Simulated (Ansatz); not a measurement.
This script drives Ansatz's Python interface.

Script `eps.py`:
```python
"""High-frequency dielectric tensor and Born charges of SnO2."""

import warnings

import ansatz as az
import numpy as np

warnings.simplefilter("ignore", az.DeckWarning)

system = (
    az.Lattice.from_parameters(4.738, 4.738, 3.1865, alpha=90, beta=90, gamma=90)
    .space_group(136, hermann_mauguin="P42/mnm")
    .atom("Sn", [0.0, 0.0, 0.0])
    .atom("O", [0.3071, 0.3071, 0.0])
)

# an insulator: whole occupations
model = (
    system.calculation()
    .functional("pbe")
    .kpoints(4, 4, 6)
    .scf(tolerance=1e-09)
    .occupations("fixed")  # whole-number filling, right only where there is a gap
    .dielectric()
)
res = model.run()
response = res.dielectric
eps = np.asarray(response.eps_inf)

print("eps_inf")
print(np.round(eps, 3) + 0.0)
for index, (site, z) in enumerate(zip(res.lattice.sites, response.zstar_e)):
    print("Born charge tensor of", site.symbol, index)
    print(np.round(z, 3) + 0.0)
print(f"charge neutrality missed by {response.zstar_sum_residual_pre_e:.4f} e before the sum rule")
```

It is started by `python eps.py`. How long does it take on 1 thread of Arm Neoverse V2, on a shared host, and how much memory does it need?

It took about 76 s, with a peak of 0.76 GiB, for 1 run of the engine.

```console
$ python eps.py
eps_inf
[[4.334 0.    0.   ]
 [0.    4.334 0.   ]
 [0.    0.    4.675]]
Born charge tensor of Sn 0
[[4.126 0.468 0.   ]
 [0.468 4.126 0.   ]
 [0.    0.    4.539]]
Born charge tensor of Sn 1
[[ 4.126 -0.468  0.   ]
 [-0.468  4.126  0.   ]
 [ 0.     0.     4.539]]
Born charge tensor of O 2
[[-2.063 -0.73   0.   ]
 [-0.73  -2.063  0.   ]
 [ 0.     0.    -2.27 ]]
Born charge tensor of O 3
[[-2.063  0.73   0.   ]
 [ 0.73  -2.063  0.   ]
 [ 0.     0.    -2.27 ]]
Born charge tensor of O 4
[[-2.063 -0.73   0.   ]
 [-0.73  -2.063  0.   ]
 [ 0.     0.    -2.27 ]]
Born charge tensor of O 5
[[-2.063  0.73   0.   ]
 [ 0.73  -2.063  0.   ]
 [ 0.     0.    -2.27 ]]
charge neutrality missed by 0.0094 e before the sum rule
```

Caveats:
- With fixed filling the reported Fermi level is the top filled level among the k-points of the SCF.
- Averages over directions belong to no single polarisation, least of all in layered crystals.
- The structure is a deposited one; some such entries were measured under pressure or heat, so a shift against it needn't be the functional's error alone.
- This is the electronic (clamped-ion) response; a semilocal gap that is too small tends to raise it. The typed mesh is that of the SCF; the response is solved on denser meshes that the run picks.
